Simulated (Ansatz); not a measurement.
# C3H10BNO: the cost of one run

Method: RKS B3LYP/6-31G, in Ansatz 0.2.0.

### 1 The structure to begin with

Bond lengths (14 of 15 bonds, heavy atoms first): B1–N2 1.581 Å, N2–C3 1.505 Å, C3–C4 1.599 Å, C3–C5 1.531 Å, C3–O6 1.374 Å, B1–H7 1.159 Å, B1–H8 1.153 Å, N2–H9 1.080 Å, C4–H10 1.045 Å, C4–H11 1.118 Å, C4–H12 1.114 Å, C5–H13 1.083 Å, C5–H14 1.091 Å, C5–H15 1.123 Å. Angles (14 of 25 angles, heavy atoms first): B1–N2–C3 114.8°, N2–C3–C4 106.9°, N2–C3–C5 108.9°, N2–C3–O6 111.5°, C4–C3–C5 106.6°, C4–C3–O6 112.1°, C5–C3–O6 110.5°, B1–N2–H9 106.7°, C3–N2–H9 110.2°, N2–B1–H7 118.8°, N2–B1–H8 117.4°, C3–C4–H10 111.5°, C3–C4–H11 104.4°, C3–C4–H12 107.5°.

As a file:

```xyz
16

B     0.4045   -1.4052    1.7572
N     0.3501    0.0512    1.1442
C    -0.2201    0.1295   -0.2463
C     0.8542   -0.5361   -1.2266
C    -0.3339    1.6004   -0.6548
O    -1.4449   -0.4889   -0.3242
H    -0.0569   -2.2818    1.1565
H     0.8208   -1.5146    2.8269
H    -0.2382    0.6513    1.8221
H     1.7979   -0.1027   -1.1125
H     0.4114   -0.4159   -2.2457
H     0.8720   -1.6292   -1.0119
H     0.5986    2.1502   -0.6090
H    -0.7654    1.7026   -1.6518
H    -1.0367    2.1157    0.0531
H    -2.0363   -0.0489    0.3669
```

### 2 Relaxing the start

input.yaml reads:

```yaml
crystal:
  periodic: [false, false, false]
  atoms:
    - { symbol: B, position_ang: [0.4045, -1.4052, 1.7572] }
    - { symbol: "N", position_ang: [0.3501, 0.0512, 1.1442] }
    - { symbol: C, position_ang: [-0.2201, 0.1295, -0.2463] }
    - { symbol: C, position_ang: [0.8542, -0.5361, -1.2266] }
    - { symbol: C, position_ang: [-0.3339, 1.6004, -0.6548] }
    - { symbol: O, position_ang: [-1.4449, -0.4889, -0.3242] }
    - { symbol: H, position_ang: [-0.0569, -2.2818, 1.1565] }
    - { symbol: H, position_ang: [0.8208, -1.5146, 2.8269] }
    - { symbol: H, position_ang: [-0.2382, 0.6513, 1.8221] }
    - { symbol: H, position_ang: [1.7979, -0.1027, -1.1125] }
    - { symbol: H, position_ang: [0.4114, -0.4159, -2.2457] }
    - { symbol: H, position_ang: [0.872, -1.6292, -1.0119] }
    - { symbol: H, position_ang: [0.5986, 2.1502, -0.609] }
    - { symbol: H, position_ang: [-0.7654, 1.7026, -1.6518] }
    - { symbol: H, position_ang: [-1.0367, 2.1157, 0.0531] }
    - { symbol: H, position_ang: [-2.0363, -0.0489, 0.3669] }
basis:
  gaussian: { orbitals: "6-31G" }
hamiltonian:
  xc: b3lyp
relax:
  f_tol: 0.02
  max_steps: 40
output:
  orbitals: {}
```

The run is started by

```bash
$ ansatz run input.yaml --threads 1 --pin off --max-ram 2048MiB --backend cpu --events-out ev --progress --plain --runs-dir out
```

What time and memory should one allow on 1 thread of Arm Neoverse V1, shared host?

About 94 s, with a peak of 0.18 GiB.
